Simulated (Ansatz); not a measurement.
# Mg (P6_3/mmc): compression over a wide range

The task here is to estimate one member of a computed series from the others.

Program: Ansatz 0.2.0. Level of theory: DFT PBE, scalar-relativistic, plane waves, PAW. These are calculated values, not measurements.

### The structure to begin with

It takes space group P6_3/mmc (No. 194, hexagonal). Conventional cell: a = 3.197 Å, b = 3.197 Å, c = 5.184 Å, α = 90.00°, β = 90.00°, γ = 120.00°. Mg (site symmetry -6m2) is surrounded by 12 Mg at 3.18 to 3.20 Å.

Structure file:

```cif
data_structure
_symmetry_space_group_name_H-M 'P 1'
_symmetry_Int_Tables_number 1
_cell_length_a 3.1974
_cell_length_b 3.1974
_cell_length_c 5.1839
_cell_angle_alpha 90.000
_cell_angle_beta 90.000
_cell_angle_gamma 120.000
_cell_volume 45.90
loop_
_atom_site_label
_atom_site_type_symbol
_atom_site_fract_x
_atom_site_fract_y
_atom_site_fract_z
_atom_site_occupancy
Mg1 Mg 0.33333 0.66667 0.25000 1
Mg2 Mg 0.66667 0.33333 0.75000 1
```

This cell comes from an earlier session at PBE: 22.949 Å³/atom at 0.00 GPa, on a 16×16×10 mesh.

The first run:

Input file input.yaml:

```yaml
crystal:
  lattice:
    - [3.1542139887, 0.0, 0.0]
    - [-1.5771069944, 2.7316294432, 0.0]
    - [0.0, 0.0, 5.1137900264]
  atoms:
    - { symbol: Mg, position: [0.3333333333, 0.6666666667, 0.25] }
    - { symbol: Mg, position: [0.6666666667, 0.3333333333, 0.75] }
basis:
  ecutwfc: 420
  ecutrho_ratio: 4
kpoints:
  mp_grid: { grid: [16, 16, 10] }
hamiltonian:
  xc: pbe
scf:
  occupations: { method: gaussian, width: 0.05 }
output:
  forces: true
  stress: true
  eigenvalues: true
relax:
  f_tol: 0.01
  max_steps: 40
  cell: { stress_tol: 0.1, fix: [volume] }
```

On the command line:

```bash
> ansatz run input.yaml --threads 1 --pin off --max-ram 2560MiB --backend cpu --events-out ev --progress --plain --runs-dir out
```

Steps of the session up to this table: Volume × 0.96; Volume × 1.04; Volume × 0.92; Volume × 0.88; Volume × 0.84; Volume × 0.8; Volume × 0.76; Volume × 0.72.

One of the session's tables, all rows but one given; the rest of the session is left out.

It belongs to the step «The curve». 

| volume (Å³/atom) | energy above the lowest (meV/atom) | pressure (GPa) |
| --- | --- | --- |
| 16.523 | 342.0 | 22.6 |
| 17.441 | ? | ? |
| 18.359 | 145.4 | 12.5 |
| 19.277 | 84.6 | 8.9 |
| 20.195 | 46.3 | 6.0 |
| 21.113 | 19.1 | 3.6 |
| 22.031 | 4.4 | 1.6 |
| 22.949 | 0.0 | 0.0 |
| 23.866 | 3.9 | -1.3 |

**Question.** Estimate the row for volume (Å³/atom) = 17.441.

Worked estimate for «energy above the lowest (meV/atom)». A straight line through the neighbours (16.523, 342.0) and (18.359, 145.4) gives 342.0 + (145.4 − 342.0) × (17.441 − 16.523) / (18.359 − 16.523) = 243.7; a parabola fitted to 3 rows on both sides gives 231.2.

**Answer.** energy above the lowest (meV/atom): 229.4; pressure (GPa): 17.0. In «energy above the lowest (meV/atom)» the line misses by +14.3 and the parabola by +1.8.

Caveats from the session: The k mesh is not the same at all volumes. Other structures may be lower in enthalpy at these pressures.
